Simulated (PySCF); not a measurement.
**I2: changing the method**

Aim: see what other levels and later steps give for I2.

Program: PySCF 2.14.0. Level of theory: method and basis as typed in the scripts. These are calculated values, not measurements.

2 further runs of the same task are left out: 1 for a known fault of the program, 1 that didn't finish.

## (1) The system as given

I2: 2 atoms, charge 0, spin multiplicity 1.

Bond lengths: I1–I2 2.489 Å.

## (2) The base run

input.py reads:

```python
from pyscf import gto, scf, mp

mol = gto.M(
    atom='I 0 0 0; I 0 0 2.489',
    basis='def2-svp',
    ecp={'I': 'def2-svp'},
    charge=0,
    spin=0,
    verbose=4,
)
mf = scf.RHF(mol)
mf.kernel()
mp.MP2(mf, frozen=8).kernel()
mf.dip_moment()
print('orbital energies (hartree):', mf.mo_energy[..., max(0, mol.nelec[1]-3):mol.nelec[0]+3].round(4))
```

Command:

```console
OMP_NUM_THREADS=1 python input.py
```

## (3) ROHF

Run 1 changes SCF type: RHF → ROHF.

input.py: that of step 2 with these lines changed.

```diff
@@ -10,3 +10,3 @@
 )
-mf = scf.RHF(mol)
+mf = scf.ROHF(mol)
 mf.kernel()
```

## (4) MP2

Run 2 changes frozen orbitals: 8 → none.

input.py: that of step 2 with these lines changed.

```diff
@@ -12,3 +12,3 @@
 mf.kernel()
-mp.MP2(mf, frozen=8).kernel()
+mp.MP2(mf).kernel()
 mf.dip_moment()
```

## (5) NEVPT2

Run 3 changes step after the SCF: mp2 → nevpt2; active space: none → 8 electrons in 6 orbitals.

input.py: that of step 2 with these lines changed.

```diff
@@ -1,2 +1,2 @@
-from pyscf import gto, scf, mp
+from pyscf import gto, scf, mcscf, mrpt
 
@@ -12,3 +12,6 @@
 mf.kernel()
-mp.MP2(mf, frozen=8).kernel()
+mc = mcscf.CASSCF(mf, 6, 8)
+mc.kernel()
+mc.analyze()
+mrpt.NEVPT(mc).kernel()
 mf.dip_moment()
```

Before running it: what results should come out? Wanted: for each run, E(SCF); from base; gap; after the SCF.

**Answer**, as computed:

| run | E(SCF) (hartree) | from base (eV) | cycles | gap (eV) | after the SCF |
| --- | --- | --- | --- | --- | --- |
| base | -593.304607 | 0 | 9 | 10.01 | MP2 correlation -6.345 eV, core frozen |
| ROHF | -593.304607 | 0.0000 | 9 | n/a | MP2 correlation -6.345 eV, core frozen |
| MP2 | -593.304607 | 0.0000 | 9 | 10.01 | MP2 correlation -7.156 eV |
| NEVPT2 | -593.304607 | 0.0000 | 9 | 10.01 | NEVPT2 correlation -6.920 eV (from the SCF energy, the CASSCF gain included) |

What this shows: With ROHF the SCF ends at the base energy. The dearest run is “NEVPT2”, at 14 s against 1.8 s.
